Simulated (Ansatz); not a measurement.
# HfMoC2 (P4/mmm) in Ansatz: a series of runs, part 2 of 3

Ansatz 0.2.0.

## 5. Relaxation of cell and atoms, r2SCAN+D4

File input.yaml:

```yaml
crystal:
  lattice:
    - [3.191423, 0.0, 0.0]
    - [0.0, 3.191423, 0.0]
    - [0.0, 0.0, 4.485164]
  atoms:
    - { symbol: Hf, position: [0.0, 0.0, 0.0] }
    - { symbol: Mo, position: [0.5, 0.5, 0.5] }
    - { symbol: C, position: [0.5, 0.5, 0.0] }
    - { symbol: C, position: [0.0, 0.0, 0.5] }
hamiltonian:
  xc: r2scan
  pseudopotentials: { kind: paw }
  dispersion: d4
kpoints:
  mp_grid: { grid: [8, 8, 6] }
scf:
  occupations: { method: fermi_dirac, width: 0.05 }
output:
  forces: true
  stress: true
  eigenvalues: true
relax:
  f_tol: 0.01
  max_steps: 40
  cell: { stress_tol: 0.05 }
```

Potentials or basis: Ansatz PAW.

Launch:

```sh
> ansatz run input.yaml --threads 2 --pin off --max-ram 5632MiB --backend cpu --events-out ev --progress --plain --runs-dir out
```

Log:

```text
Warning: RAYON_NUM_THREADS=2 ignored (pool sized by the plan → 2); use --threads N
Engine: ansatz 0.2.0, x86_64-unknown-linux-gnu
Pseudopotentials: kind: paw
Pseudopotential: Hf, paw, valence charge 26, recommended cutoff 500 eV (meta_gga), Hf.paw.azcp
Pseudopotential: Mo, paw, valence charge 14, recommended cutoff 500 eV (meta_gga), Mo.paw.azcp
Pseudopotential: C, paw, valence charge 4, recommended cutoff 500 eV (meta_gga), C.paw.azcp
Functional definition: r2SCAN
  parameter k0 = 0.174
  parameter k1 = 0.065
  parameter a1 = 4.9479
  exchange = r2scan_x(k0 = k0, k1 = k1, a1 = a1)
  correlation = r2scan_c
Crystal: 4 atoms, lattice volume = 45.682 Å³
Basis set: ecut = 500 eV, 1149 PW (Γ), exchange–correlation on 96×96×144 points (64 copies of the dense FFT grid, shifted against one another)
Bands: 29, of which v1, the nominal top of the filled ones, is band 24 counted from 1 (23 counted from 0)
Symmetry: 16 space group operations
Space group: P4/mmm (ITA 123), of the structure as read, at distance tolerance 3.6e-5 Å
k-points: 60 of 384
Non-local potential: Hf, projectors of the file, l = 0: 3, l = 1: 2, l = 2: 2, l = 3: 3
Non-local potential: Mo, projectors of the file, l = 0: 3, l = 1: 2, l = 2: 2, l = 3: 1
Non-local potential: C, projectors of the file, l = 0: 2, l = 1: 2, l = 2: 1
PAW form: soft (Blöchl's): semilocal exchange-correlation on the pseudo side does not see the compensation charge
PAW frozen core: Hf, regenerated for the run's functional (the file was generated under x = pbe(κ = 0.804, μ = 0.2195149727645171), c = pbe(β = 0.06672455060314922))
PAW frozen core: Mo, regenerated for the run's functional (the file was generated under x = pbe(κ = 0.804, μ = 0.2195149727645171), c = pbe(β = 0.06672455060314922))
PAW frozen core: C, regenerated for the run's functional (the file was generated under x = pbe(κ = 0.804, μ = 0.2195149727645171), c = pbe(β = 0.06672455060314922))
PAW one-centre angular grid: Hf, 974 points (default); XC on 160 Gauss nodes
PAW one-centre angular grid: Mo, 590 points (default); XC on 160 Gauss nodes
PAW one-centre angular grid: C, 302 points (default); XC on 239 of its mesh's 2573 points in the sphere
Initial density: superposition of atomic densities (neutral atoms: chi_scale 0, normalization atom), corrected by the library's trained network
Initial wavefunctions: pseudopotential atomic-orbital guess
Functional: x = r2scan, c = r2scan; τ floored in thin density (d = 2e-4 eV/Å³)
SCF iter   1: F=—  HF=-21206.194839 eV  |F-HF|=—  |Δ(HF+E_count)|=         —  Δρ=1.58e-2  dr2=1.72e-1  dr2_τ=2.96e-1  ethr=1.77e-3  ⟨swp⟩=5.8  Hψ=6382  notcnv=0
preconditioner: auto → Kerker (q_TF=auto, 2.751 Å⁻¹)  [metal: Δε(μ)=0.062 eV  Ē_g=14.810 eV  σ=0.050 eV  W_gap=0.30  n_scr=14 (ndim 8)  ℏωp=33.9 eV  f_vac=0.000  D(μ)=1.87/eV (n_scr^D=14)]
SCF iter   2: F=—  HF=-21206.239438 eV  |F-HF|=—  |Δ(HF+E_count)|=   4.46e-2  Δρ=6.21e-3  dr2=1.29e-2  dr2_τ=6.81e-3  ethr=3.58e-4  ⟨swp⟩=2.0  Hψ=3475  notcnv=0
SCF iter   3: F=—  HF=-21206.238967 eV  |F-HF|=—  |Δ(HF+E_count)|=   4.71e-4  Δρ=4.18e-3  dr2=5.10e-3  dr2_τ=2.35e-4  ethr=2.68e-5  ⟨swp⟩=2.0  Hψ=2574  notcnv=0
SCF iter   4: F=—  HF=-21206.240179 eV  |F-HF|=—  |Δ(HF+E_count)|=   1.21e-3  Δρ=1.82e-3  dr2=1.20e-3  dr2_τ=1.14e-4  ethr=1.06e-5  ⟨swp⟩=2.7  Hψ=3219  notcnv=0
SCF iter   5: F=—  HF=-21206.240649 eV  |F-HF|=—  |Δ(HF+E_count)|=   4.69e-4  Δρ=4.52e-4  dr2=6.54e-5  dr2_τ=8.26e-6  ethr=2.50e-6  ⟨swp⟩=2.0  Hψ=2786  notcnv=0
SCF iter   6: F=—  HF=-21206.240761 eV  |F-HF|=—  |Δ(HF+E_count)|=   1.12e-4  Δρ=1.72e-4  dr2=8.84e-6  dr2_τ=4.73e-7  ethr=1.36e-7  ⟨swp⟩=2.0  Hψ=2684  notcnv=0
SCF iter   7: F=—  HF=-21206.240783 eV  |F-HF|=—  |Δ(HF+E_count)|=   2.19e-5  Δρ=3.44e-5  dr2=4.43e-7  dr2_τ=3.49e-8  ethr=1.84e-8  ⟨swp⟩=2.0  Hψ=3072  notcnv=0
SCF iter   8: F=-21206.240784 eV  HF=-21206.240784 eV  |F-HF|=2.47e-10  |Δ(HF+E_count)|=   8.23e-7  Δρ=9.81e-6  dr2=3.01e-8  dr2_τ=6.92e-9  ethr=2.08e-10  ⟨swp⟩=6.1  Hψ=7828  notcnv=0
SCF 1 converged in 8 iterations: F = -21206.240784 eV  dr2 = 3.01e-8
[... 54 lines left out ...]
SCF iter   4: F=—  HF=-21206.256736 eV  |F-HF|=—  |Δ(HF+E_count)|=   1.87e-9  Δρ=1.55e-6  dr2=8.52e-10  dr2_τ=1.01e-10  ethr=7.79e-12  ⟨swp⟩=2.0  Hψ=3111  notcnv=0
SCF iter   5: F=—  HF=-21206.256736 eV  |F-HF|=—  |Δ(HF+E_count)|=  4.07e-10  Δρ=7.42e-7  dr2=2.10e-10  dr2_τ=3.19e-11  ethr=1.78e-12  ⟨swp⟩=2.0  Hψ=2684  notcnv=0
SCF iter   6: F=-21206.256736 eV  HF=-21206.256736 eV  |F-HF|=7.28e-12  |Δ(HF+E_count)|=  1.02e-10  Δρ=2.37e-7  dr2=2.27e-11  dr2_τ=6.25e-12  ethr=1.00e-12  ⟨swp⟩=3.3  Hψ=6936  notcnv=0
SCF 6 converged in 6 iterations: F = -21206.256736 eV  dr2 = 2.27e-11
relax step   6: F+E_penalty+E_count = -21206.25673637 eV  Δ(F+E_penalty+E_count) = +2.333e-4 eV  max|allowed force component| = 2.317e-29 eV/Å  Δτ_max = 0.0000 Å  P = +0.001 GPa  Ω = 44.911 Å³  stress off target by 6.26e-3 GPa  SCF on the basis re-selected at this cell (its energy is not comparable with the rows above)  (6 SCF iters)
basis re-selected at this cell: Δ(F+E_penalty+E_count) = +2.333e-4 eV, ΔP = +0.002 GPa vs the last step (what re-selecting the basis moved, of the pressure what is left beyond the Pulay correction that the steps carried, after the strain that the cell walked since its last selection, with what the two solves' SCF thresholds leave and, on support functions, any second-order correction that the steps lacked; it is no measure of the basis error at this ecutwfc). This SCF's stress stands 6.26e-3 GPa from its target on what of the cell is left free (relax.cell.stress_tol is 5.00e-2 GPa) and its largest allowed force component is 2.32e-29 eV/Å (relax.f_tol is 1.00e-2 eV/Å): within both
SCF converged after 6 iterations
Free energy (F): -21206.256736 eV
Harris-Foulkes:  -21206.256736 eV  (|F-HF|=7.28e-12)
Internal energy: -21206.247355 eV  (E = F + TS)
E sigma→0 (E₀):  -21206.252046 eV
Entropy (-TS):   -0.009381 eV (-2.345 meV/atom)
Fermi energy:    21.015495 eV
--- Per-component energies (eV) ---
  E_band       = 70.606307
  E_kinetic    = 1044.495053
  E_local      = -6081.228984  (includes V_loc(G=0)·N_el)
  E_nonlocal   = -1053.599248
  E_hartree    = 2772.108655
  E_xc         = -559.232052
  E_vxc        = -683.190762  (∫ρ·V_xc dr)
  E_paw        = -10371.130284  (= ΣΔE_a)
  E_vpaw       = 1262.016805  (= ΣTr[D̂ρ^β])
  E_aug_tail   = 0.000010  (compensation charges beyond the density's cutoff)
  E_vtau       = 37.896072  (kinetic-family band-sum trace: ∫τ·v_τ [+ j·A + Jᵃ·Aᵃ] dr)
  E_ewald      = -6957.207213
  E_disp       = -0.504064  (pairwise vdW)
  E_core_change = 0.050771  (= ΣΔE_core)
  E_smearing   = -0.009381  (= −TS)
  E_closure    = -0.000000  (closes the sum)
  Σ components = -21206.256736   (vs F -21206.256736, Δ=0.00e0)
--- Forces (eV/Å), atoms counted from 1 ---
  atom   1  Hf    -0.00000000    -0.00000000     0.00000000
  atom   2  Mo     0.00000000     0.00000000     0.00000000
  atom   3  C      0.00000000     0.00000000     0.00000000
  atom   4  C     -0.00000000    -0.00000000     0.00000000
  max |Σ_I F_I| component: 3.35e-29 eV/Å
--- Stress (GPa, compression-positive) ---
       -0.001078       0.000000       0.000000
        0.000000      -0.001078       0.000000
        0.000000       0.000000       0.006260
  P = ⅓ Tr σ = 0.0014 GPa (0.014 kbar)
--- Band table (eV; the first three rows and the last of 60) ---
  k-point 0: bands = ["-43.0533", "-42.3493", "-16.3782", "-16.2944", "-16.2944", "-10.5963", "-10.3029", "-10.3029", "6.5039", "8.2253", "9.2172", "9.2237", "9.2237", "9.2487", "9.2796", "9.2812", "9.2812", "16.8527", "17.0450", "19.5388", "19.5388", "19.5962", "19.5962", "20.5534", "20.7134", "21.0163", "21.0163", "21.0594", "21.5064"]
  k-point 1: bands = ["-43.0525", "-42.3502", "-16.3771", "-16.2937", "-16.2937", "-10.6110", "-10.3038", "-10.3038", "6.7579", "8.3012", "9.2240", "9.2240", "9.2449", "9.2478", "9.2793", "9.2819", "9.2819", "16.4480", "16.9652", "18.8635", "19.1257", "19.1257", "19.4735", "19.4735", "20.4597", "20.5847", "21.6633", "21.6633", "23.5444"]
  k-point 2: bands = ["-43.0509", "-42.3518", "-16.3748", "-16.2925", "-16.2925", "-10.6403", "-10.3056", "-10.3056", "7.4078", "8.3684", "9.2244", "9.2244", "9.2461", "9.2788", "9.2834", "9.2834", "9.3103", "15.5002", "16.8052", "17.2375", "18.6966", "18.6966", "19.1809", "19.1809", "19.9262", "20.6496", "22.7214", "22.7214", "25.0475"]
  k-point 59: bands = ["-43.0099", "-42.3070", "-16.5183", "-16.5183", "-16.3227", "-10.7338", "-10.7338", "-10.5489", "8.7043", "9.1684", "9.2289", "9.2394", "9.2394", "9.2809", "9.2809", "9.2884", "9.6316", "15.9018", "16.3974", "16.3974", "16.4371", "16.4578", "16.4578", "22.2164", "22.2164", "22.4968", "24.4528", "24.4528", "24.6892"]
--- Relaxed structure (5 steps of the walk, 5 accepted, 1 SCFs on fresh bases) ---
  F+E_penalty+E_count = -21206.25673637 eV   max|allowed force component| = 2.317e-29 eV/Å   (the final SCF, on the basis selected at the relaxed cell)
  cell:  # Å, volume = 44.9110 Å³
    - [3.182996792110652, 1.719395688116238e-34, 0.0]
    - [1.719395688116238e-34, 3.182996792110652, 0.0]
    - [0.0, 0.0, 4.43282593226067]
  atoms:
    - { symbol: Hf, position: [1.2493727211933985e-35, -8.663103302614603e-36, 0.0] }
    - { symbol: Mo, position: [0.5, 0.5, 0.49999999999999994] }
    - { symbol: C, position: [0.5, 0.5, 0.0] }
    - { symbol: C, position: [7.0719210633588596e-37, 7.661247818638764e-37, 0.49999999999999994] }
```

Wall time 33 s (2 threads of AMD EPYC 7R43 (Zen 3), shared host); peak memory 0.55 GiB.

Results:

* Free energy: -21206.2567 eV
* Relaxed volume: 11.23 Å³/atom
* Relaxed cell: a = 3.183 Å, b = 3.183 Å, c = 4.433 Å, α = 90.00°, β = 90.00°, γ = 90.00°
* Space group after relaxing (to 0.05 Å): P4/mmm (No. 123)
* Energy gained by relaxing: 4.0 meV/atom
* Ionic steps: 6
* Pressure after relaxing: 0.0 GPa
* Band gap on the k mesh: none (metal or under the smearing width)

The path:
```tsv
step	energy change (eV)	largest force (eV/Å)	volume (Å³)
1	0.0000	0.0000	45.68
2	-0.0130	0.0000	44.51
3	-0.0161	0.0000	44.90
4	-0.0162	0.0000	44.91
5	-0.0162	0.0000	44.91
6	-0.0160	0.0000	44.91
```

Final structure:
```xyz
4
Lattice="3.1830 0.0000 0.0000 0.0000 3.1830 0.0000 0.0000 0.0000 4.4328" Properties=species:S:1:pos:R:3 pbc="T T T"
Hf    0.0000    0.0000    0.0000
Mo    1.5915    1.5915    2.2164
C     1.5915    1.5915    0.0000
C     0.0000    0.0000    2.2164
```

Caveat: the plane-wave basis is chosen anew once the cell has moved, so the energies of steps on either side of that aren't comparable; pairwise dispersion overbinds metals, which lowers pressure and volume; the PAW data sets come from PBE, with cores solved anew for the run's functional, which leaves a small shift of forces and pressure. Spin-orbit coupling is left out, which matters for the levels of Hf.

[end of part 2 of 3]
